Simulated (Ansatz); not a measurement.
# C2H2OSe (SMILES C#CO[SeH]): single points off equilibrium

One table from this session's results is given with a row withheld; the runs are named, their logs left out.

Program: Ansatz 0.2.0, Gaussian basis. Level of theory: single points in def2-TZVPP. These are calculated values, not measurements.

Cores are frozen in the correlated methods. Filled d shells of the heavier atoms are correlated. B3LYP uses VWN-RPA correlation.

## Starting geometry

SMILES `C#CO[SeH]`, 6 atoms, charge 0, spin multiplicity 1.

Atoms are counted from 1 here; the program's logs count them from 0.

Bond lengths: C1–C2 1.246 Å, C1–H5 1.164 Å, C2–O3 1.328 Å, O3–Se4 2.026 Å, Se4–H6 1.466 Å. Angles: C2–C1–H5 173.3°, C1–C2–O3 176.9°, C2–O3–Se4 120.7°, O3–Se4–H6 97.0°.

As a file:

```
C     1.7484    0.0809    0.1662
C     0.5819   -0.3135    0.3552
O    -0.6748   -0.6732    0.5916
Se   -2.1064   -0.4230   -0.8201
H     2.8687    0.3897    0.1084
H    -2.4991    0.9358   -0.4361
```

Set-up of the first run:

File run/in.yaml:

```yaml
crystal:
  periodic: [false, false, false]
  atoms:
    - {symbol: C, position_ang: [1.748400, 0.080900, 0.166200]}
    - {symbol: C, position_ang: [0.581900, -0.313500, 0.355200]}
    - {symbol: O, position_ang: [-0.674800, -0.673200, 0.591600]}
    - {symbol: Se, position_ang: [-2.106400, -0.423000, -0.820100]}
    - {symbol: H, position_ang: [2.868700, 0.389700, 0.108400]}
    - {symbol: H, position_ang: [-2.499100, 0.935800, -0.436100]}
basis:
  gaussian: {orbitals: def2-TZVPP}
correlation: {method: ccsd_t}
output: {forces: true}
```

No record of the launch command was kept for these runs.

Among the steps run: CCSD(T)/def2-TZVPP; PBE0-D4/def2-TZVPP; wB97M-V/def2-TZVPP; r2SCAN-D4/def2-TZVPP; PBE-D4/def2-TZVPP; SPW92/def2-TZVPP; B3LYP-D4/def2-TZVPP.

One of the session's tables, all rows but one given; the rest of the session is left out.

```
   method  RMS force component (eV/Å)  angle to CCSD(T) forces (°)  dipole (D)
  CCSD(T)                       0.947                    reference        1.96
  PBE0-D4                       1.027                         22.3        1.86
  wB97M-V                       1.147                         21.0        2.26
r2SCAN-D4                       0.943                         27.6        1.57
   PBE-D4                       0.850                         32.5        1.50
    SPW92                       0.939                         37.3        1.56
 B3LYP-D4                           ?                            ?           ?
```

Estimate the missing values for B3LYP-D4.

The run gave: RMS force component (eV/Å): 0.985; angle to CCSD(T) forces (°): 23.5; dipole (D): 1.80. In the column «RMS force component (eV/Å)» it lies between CCSD(T) (0.947) and PBE0-D4 (1.027).
